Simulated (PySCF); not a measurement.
# C3H5FO3S: the cost of one run

Programs: PySCF 2.14.0, with routines of our own; each step states its level. All values are computed. Atoms count from 0.

### 1 The system as given

13 atoms, charge 0, multiplicity 1; geometry from: GFN2-xTB.

### 2 Circular dichroism and optical rotation: TDDFT B3LYP/def2-SVPD

Job settings and geometry (Å):

```
{"job": {"kind": "ecd", "xc": "B3LYP", "basis": "def2-SVPD", "nstates": 16}, "charge": 0, "multiplicity": 1}
C      1.669513     0.155732    -0.076815
C      0.196731     0.229910     0.299078
O     -0.446753     1.320686    -0.306368
S     -1.674115     0.889885    -1.351036
O     -2.816283     1.683154    -1.065308
O     -1.840043    -0.610800    -0.533127
C     -0.610723    -1.021211    -0.145041
F      0.029877    -1.617504    -1.219353
H      1.782586     0.068812    -1.154047
H      2.125974    -0.708156     0.397922
H      2.170093     1.059326     0.258742
H      0.091088     0.344660     1.387037
H     -0.682333    -1.794008     0.629341
```

Method: TDDFT B3LYP/def2-SVPD circular dichroism and optical rotation, one conformer, gas phase.

The run is started by

```console
OMP_NUM_THREADS=1 python excited_run.py task.json out
```

One launch serves the whole session: the jobs run in the order shown.

**Question.** How long does this job take on 1 thread of AMD EPYC 9R14, shared host, and how much memory does it need?

About 54 s, with a peak of 0.95 GiB.
